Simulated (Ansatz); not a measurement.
## Molecular dynamics of TiSi₂

input.yaml

```yaml
accuracy: low
crystal:
  lattice:
    - [4.857382, 0.0, 0.0]
    - [0.0, 8.370057, 0.0]
    - [0.0, 0.0, 8.665588]
  atoms:
    - { symbol: Ti, position: [0.5, 0.5, 0.5] }
    - { symbol: Ti, position: [0.75, 0.75, 0.75] }
    - { symbol: Si, position: [0.5, 0.8374344, 0.5] }
    - { symbol: Si, position: [0.5, 0.1625656, 0.5] }
    - { symbol: Si, position: [0.25, 0.0874344, 0.25] }
    - { symbol: Si, position: [0.25, 0.4125656, 0.25] }
    - { symbol: Ti, position: [0.0, 0.0, 0.5] }
    - { symbol: Ti, position: [0.25, 0.25, 0.75] }
    - { symbol: Si, position: [0.0, 0.3374344, 0.5] }
    - { symbol: Si, position: [0.0, 0.6625656, 0.5] }
    - { symbol: Si, position: [0.75, 0.5874344, 0.25] }
    - { symbol: Si, position: [0.75, 0.9125656, 0.25] }
    - { symbol: Ti, position: [0.0, 0.5, 0.0] }
    - { symbol: Ti, position: [0.25, 0.75, 0.25] }
    - { symbol: Si, position: [0.0, 0.8374344, 0.0] }
    - { symbol: Si, position: [0.0, 0.1625656, 0.0] }
    - { symbol: Si, position: [0.75, 0.0874344, 0.75] }
    - { symbol: Si, position: [0.75, 0.4125656, 0.75] }
    - { symbol: Ti, position: [0.5, 0.0, 0.0] }
    - { symbol: Ti, position: [0.75, 0.25, 0.25] }
    - { symbol: Si, position: [0.5, 0.3374344, 0.0] }
    - { symbol: Si, position: [0.5, 0.6625656, 0.0] }
    - { symbol: Si, position: [0.25, 0.5874344, 0.75] }
    - { symbol: Si, position: [0.25, 0.9125656, 0.75] }
basis:
  ecutwfc: 420.0
kpoints:
  mp_grid: { grid: [3, 2, 2] }
hamiltonian:
  xc: pbesol
  pseudopotentials: { kind: paw, azcp: { folder: soft_1 } }
scf:
  occupations: { method: fermi_dirac, width: 0.17 }
  lower_state_search: "off"
md:
  timestep: 2
  n_steps: 130
  ensemble: nvt_langevin
  temperature: 2000.0
  initial_velocities: maxwell_boltzmann
  seed: 849459
  friction: 0.02
```

Command:

```bash
$ ansatz run input.yaml --threads 2 --pin off --max-ram 5120MiB --backend cpu --events-out ev --progress --plain --runs-dir out
```

It starts from a structure without forces on its atoms.

Output, in part (step lines):

```
md step     0: t =     0.00 fs  T =  1916.7 K  F+E_penalty+E_count = -29750.78719155 eV  E_kin = 5.945960 eV  (8 SCF iters)
md step     1: t =     2.00 fs  T =  2011.7 K  F+E_penalty+E_count = -29750.73194115 eV  E_kin = 6.240810 eV  (7 SCF iters)
md step     2: t =     4.00 fs  T =  1939.6 K  F+E_penalty+E_count = -29750.56918196 eV  E_kin = 6.017019 eV  (7 SCF iters)
md step     3: t =     6.00 fs  T =  2005.5 K  F+E_penalty+E_count = -29750.29843362 eV  E_kin = 6.221429 eV  (7 SCF iters)
md step     4: t =     8.00 fs  T =  1880.2 K  F+E_penalty+E_count = -29749.92755456 eV  E_kin = 5.832884 eV  (7 SCF iters)
md step     5: t =    10.00 fs  T =  1579.8 K  F+E_penalty+E_count = -29749.50081837 eV  E_kin = 4.900816 eV  (5 SCF iters)
md step     6: t =    12.00 fs  T =  1432.9 K  F+E_penalty+E_count = -29749.05824743 eV  E_kin = 4.445112 eV  (6 SCF iters)
md step     7: t =    14.00 fs  T =  1201.1 K  F+E_penalty+E_count = -29748.61337689 eV  E_kin = 3.726009 eV  (6 SCF iters)
[... lines left out ...]
md step   130: t =   260.00 fs  T =  1974.6 K  F+E_penalty+E_count = -29746.53512901 eV  E_kin = 6.125816 eV  (7 SCF iters)
```

The steps, from the saved trajectory:

```
time (fs)  T (K)  potential energy less start (eV)
        0   1917                             0.000
        8   1880                             0.860
       16    975                             2.592
       24    949                             3.919
       32    954                             4.191
       40   1302                             4.049
       48   1149                             4.412
       56   1100                             4.567
       64   1433                             4.154
       72   1334                             4.159
       80   1397                             4.698
       88   1398                             4.894
       96   1385                             4.652
      104   1595                             4.823
      112   1465                             5.368
      120   1254                             5.935
      128   1364                             6.160
      136   1472                             5.906
      144   1772                             5.010
      152   1898                             4.963
      160   1498                             5.137
      168   1672                             4.985
      176   1844                             4.941
      184   1517                             5.071
      192   1627                             5.171
      200   1615                             5.284
      208   1150                             5.500
      216   1543                             5.267
      224   1363                             5.225
      232   1411                             5.103
      240   1774                             4.591
      248   1936                             3.998
      256   1900                             4.128
```

All steps were run. The mean temperature of the second half is 18 % below the set value. A run of 0.26 ps of so small a system gives no equilibrium averages. Limits of this set-up: coarse k mesh, PAW files made for another functional, low accuracy level.

Mean squared displacements from the first frame to the last, about the centre of mass: Ti 0.02 Å², Si 0.08 Å².

Last frame:

```xyz
24
Lattice="4.8574 0.0000 0.0000 0.0000 8.3701 0.0000 0.0000 0.0000 8.6656" Properties=species:S:1:pos:R:3
Ti 2.466 4.032 4.555
Ti 3.900 6.131 6.810
Si 2.668 7.005 4.625
Si 2.339 1.438 4.553
Si 1.463 0.513 2.354
Si 1.335 3.551 2.396
Ti 0.099 -0.130 4.373
Ti 1.360 2.025 6.758
Si -0.004 2.726 4.564
Si 0.068 5.317 4.596
Si 3.533 4.890 2.401
Si 3.995 7.450 2.101
Ti 0.171 4.117 0.442
Ti 1.376 6.245 2.669
Si 0.204 6.995 0.039
Si 0.441 1.356 0.176
Si 3.711 0.813 6.671
Si 3.558 3.225 6.941
Ti 2.550 -0.115 0.243
Ti 3.746 2.028 2.431
Si 2.445 3.150 0.345
Si 2.433 5.668 0.519
Si 1.224 4.588 7.096
Si 1.355 7.543 6.541
```

Run time: 20 min on 2 threads of Arm Neoverse V2, with other jobs on the host, peak memory 1 GiB.
